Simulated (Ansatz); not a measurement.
# Ba3B2: the cost of one run

Program: Ansatz 0.2.0. Level of theory: DFT PBE, scalar-relativistic, plane waves, PAW. These are calculated values, not measurements.

## (1) Starting point

Symmetry: Immm, No. 71, orthorhombic system. Conventional cell: a = 5.620 Å, b = 5.771 Å, c = 7.680 Å, α = 90.00°, β = 90.00°, γ = 90.00°. Ba (site symmetry mm2) has 2 B at 2.59 Å in its first shell of neighbours. Ba (site symmetry mmm) has 8 Ba at 3.38 to 3.49 Å and 4 B at 3.45 Å in its first shell of neighbours. Around B (site symmetry 2mm) lie 1 B at 1.84 Å and 2 Ba at 2.59 Å.

Structure file:

```cif
data_structure
_symmetry_space_group_name_H-M 'P 1'
_symmetry_Int_Tables_number 1
_cell_length_a 5.5648
_cell_length_b 5.5648
_cell_length_c 5.5648
_cell_angle_alpha 119.345
_cell_angle_beta 117.529
_cell_angle_gamma 92.737
_cell_volume 124.54
loop_
_atom_site_label
_atom_site_type_symbol
_atom_site_fract_x
_atom_site_fract_y
_atom_site_fract_z
_atom_site_occupancy
Ba1 Ba 0.23041 0.73041 0.50000 1
Ba2 Ba 0.76959 0.26959 0.50000 1
Ba3 Ba 0.50000 0.50000 0.00000 1
B1 B 0.00000 0.16398 0.16398 1
B2 B 0.00000 0.83602 0.83602 1
```

A structure generator made this guess: random cell by space group and Wyckoff sites (Immm, No. 71). Lengths come from tabulated atomic sizes and are only a guess.

## (2) A first look at the guess

input.yaml

```yaml
crystal:
  lattice:
    - [-2.80989628, 2.88567097, 3.83980235]
    - [2.80989628, -2.88567097, 3.83980235]
    - [2.80989628, 2.88567097, -3.83980235]
  atoms:
    - { symbol: Ba, position: [0.23040686, 0.73040686, 0.5] }
    - { symbol: Ba, position: [0.76959314, 0.26959314, 0.5] }
    - { symbol: Ba, position: [0.5, 0.5, 0.0] }
    - { symbol: B, position: [0.0, 0.16397702, 0.16397702] }
    - { symbol: B, position: [0.0, 0.83602298, 0.83602298] }
basis:
  ecutwfc: 420
kpoints:
  mp_grid: { grid: [4, 4, 4] }
hamiltonian:
  xc: pbe
scf:
  occupations: { method: gaussian, width: 0.1 }
  lower_state_search: "off"
output:
  forces: true
  stress: true
  eigenvalues: true
```

Run with:

```console
$ ansatz run input.yaml --threads 1 --pin off --max-ram 2560MiB --backend cpu --events-out ev --progress --plain --runs-dir out
```

Q: Estimate wall time and peak memory on 1 thread of AMD EPYC 9R45 (Zen 5), shared host.

About 1.1 s, with a peak of 0.44 GiB.
